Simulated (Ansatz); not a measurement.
# CH₄FInTe: up Jacob's ladder to CCSD(T)

An exercise on one series of results from a longer session: the logs are not shown, and one member is left open.

Method: functionals in def2-TZVPP, the program's frozen cores in correlated methods; program: Ansatz 0.2.0, Gaussian basis.

Levels to be run: LDA (SPW92), PBE-D4, revPBE-D4, BLYP-D4, r2SCAN-D4, B97M-V, PBE0-D4, B3LYP-D4, r2SCANh-D4, r2SCAN0-D4, HSE06-D4, BHLYP-D4, CAM-B3LYP-D4, LC-ωPBE, ωB97X-V, ωB97M-V, B2PLYP, PBE-QIDH; CCSD(T)/def2-SVP; CCSD(T)/def2-TZVPP; MP2/def2-QZVPP; extrapolation to the limit; RPA on PBE.

## The geometry

An earlier PBE0-D4 in a triple-zeta def2 set relaxation fixed the geometry. In, Te take the def2 core potential; no spin-orbit term is included.

SMILES `[CH3][In]([F])[TeH]`, 8 atoms, charge 0, spin multiplicity 1.

Atoms are counted from 1 here; the program's logs count them from 0.

Bond lengths: C1–In2 2.133 Å, C1–H5 1.089 Å, C1–H6 1.090 Å, C1–H7 1.090 Å, In2–F3 1.964 Å, In2–Te4 2.676 Å, Te4–H8 1.657 Å. Angles: In2–C1–H5 111.0°, In2–C1–H6 108.5°, In2–C1–H7 108.4°, H5–C1–H6 109.9°, H5–C1–H7 110.0°, H6–C1–H7 109.0°, C1–In2–F3 114.2°, C1–In2–Te4 136.4°, F3–In2–Te4 109.4°, In2–Te4–H8 88.6°.

Set-up of the first run:

in.yaml reads:

```yaml
crystal:
  periodic: [false, false, false]
  atoms:
    - {symbol: C, position_ang: [-0.026974, 1.434406, -0.830230]}
    - {symbol: In, position_ang: [0.078969, -0.373265, 0.297701]}
    - {symbol: F, position_ang: [1.368208, -0.323558, 1.777902]}
    - {symbol: Te, position_ang: [-1.112885, -2.768461, 0.237283]}
    - {symbol: H, position_ang: [-0.722512, 1.336122, -1.661846]}
    - {symbol: H, position_ang: [-0.352396, 2.236500, -0.167144]}
    - {symbol: H, position_ang: [0.970532, 1.666616, -1.203905]}
    - {symbol: H, position_ang: [-0.202931, -3.208351, 1.550249]}
basis:
  gaussian: {orbitals: def2-TZVPP}
hamiltonian: {xc: lda}
output: {orbitals: {seedname: orbitals}}
```

Among the steps run: LDA; PBE-D4 (GGA); revPBE-D4 (GGA); BLYP-D4 (GGA); r2SCAN-D4 (meta-GGA); B97M-V (meta-GGA); PBE0-D4 (hybrid); B3LYP-D4 (hybrid); r2SCANh-D4 (hybrid); r2SCAN0-D4 (hybrid); HSE06-D4 (hybrid); BHLYP-D4 (hybrid); CAM-B3LYP-D4 (range-separated); LC-ωPBE (range-separated); ωB97X-V (range-separated); ωB97M-V (range-separated); B2PLYP (double hybrid); PBE-QIDH (double hybrid).

One table of the session follows, with a row left open; its other results are not shown here.

It belongs to the step «Orbital energies across the functionals». 

```
  functional  HOMO (eV)  LUMO (eV)  gap (eV)
 LDA (SPW92)      -6.00      -2.51      3.48
      PBE-D4      -5.82      -2.24      3.58
   revPBE-D4      -5.76      -2.14      3.62
     BLYP-D4      -5.66      -2.20      3.46
   r2SCAN-D4      -6.08      -2.03      4.05
      B97M-V      -6.05      -2.06      3.99
     PBE0-D4          ?          ?         ?
    B3LYP-D4      -6.63      -1.73      4.90
  r2SCANh-D4      -6.45      -1.74      4.71
  r2SCAN0-D4      -7.01      -1.32      5.70
    HSE06-D4      -6.45      -1.80      4.65
    BHLYP-D4      -7.69      -0.64      7.05
CAM-B3LYP-D4      -8.04      -0.55      7.48
     LC-ωPBE      -9.32       0.64      9.96
     ωB97X-V      -9.00       0.50      9.50
     ωB97M-V      -8.89       0.25      9.14
```

Q: Estimate the row for PBE0-D4 from the others.

As computed: HOMO (eV): -6.84; LUMO (eV): -1.44; gap (eV): 5.40. In the column «HOMO (eV)» it lies between r2SCAN0-D4 (-7.01) and B3LYP-D4 (-6.63).
